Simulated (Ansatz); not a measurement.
Run this with the Python package of Ansatz (0.2.0) and show what comes out.

`be3rh_robust.py`
```python
"""Refuse a result for Be3Rh that has doubts or was not closed by its thresholds."""

import warnings

import ansatz as az

MAX_ITERATIONS = 200
EXTRA_BANDS = 6
FUNCTIONAL = "pbesol"
DISPERSION = "d3bj"
BETA = 0.2


def main() -> None:
    be3rh = (
        az.Lattice.from_parameters(4.808881, 4.808881, 3.743366, alpha=90.0, beta=90.0, gamma=120.0)
        .atom("Be", (0.16016, 0.32032, 0.25))
        .atom("Be", (0.67968, 0.83984, 0.25))
        .atom("Be", (0.16016, 0.83984, 0.25))
        .atom("Be", (0.83984, 0.67968, 0.75))
        .atom("Be", (0.32032, 0.16016, 0.75))
        .atom("Be", (0.83984, 0.16016, 0.75))
        .atom("Rh", (1 / 3, 2 / 3, 0.75))
        .atom("Rh", (2 / 3, 1 / 3, 0.25))
    )

    model = be3rh.calculation()
    model = model.scf(max_iterations=MAX_ITERATIONS, extra_bands=EXTRA_BANDS, lower_state_search="standard", algorithm="direct_min")
    model = model.occupations(az.OccupationsMethod.GAUSSIAN, width=150 * az.meV)
    model = model.kpoints(6, shift=0.5)
    model = model.functional(FUNCTIONAL, dispersion=DISPERSION).mixing("broyden", ndim=12, beta=BETA)

    with warnings.catch_warnings(record=True) as caught:
        warnings.simplefilter("always")
        outcome = model.forces().stress().run()
    for item in caught:
        if issubclass(item.category, (az.RunWarning, az.DeckWarning)):
            print(item.category.__name__, "-", str(item.message)[:120])
    data = outcome.report
    doubts = data["published_state_doubts"]
    if doubts or data.get("closed_by") != "deck_thresholds":
        print("rejected:", doubts, data.get("closed_by"))
    else:
        print(f"accepted: F = {data['free_energy_ev']:.5f} eV")


if __name__ == "__main__":
    main()
```

Output of `python be3rh_robust.py`:
```text
DeckWarning - basis.ecutwfc = 420 eV, auto-derived from the records' recommended cutoffs: set by Be (normal level)
DeckWarning - crystal.symmetry: narrowed to the stabiliser of the k-point mesh — unitary ops 24 → 8; excluded 16 operations that carry
accepted: F = -13225.99376 eV
```

These settings explore the input space; cutoff and mesh may be short of convergence. No spin polarisation was allowed. Dispersion corrections can be off by several per cent in the lattices of metals, and by several GPa in the pressure at a fixed cell. For a metal this k-point mesh is coarse: on a finer one energies can move by several to tens of meV an atom and pressures by half a GPa or more, differences at one mesh by less. At these settings the cell as given stands under about -9 GPa, so it isn't at this functional's equilibrium volume. This cell is a computed structure, which may not be the phase found in nature. Timing: 17 s on 1 thread of Arm Neoverse V1, on a shared host, peak memory 0.51 GiB.
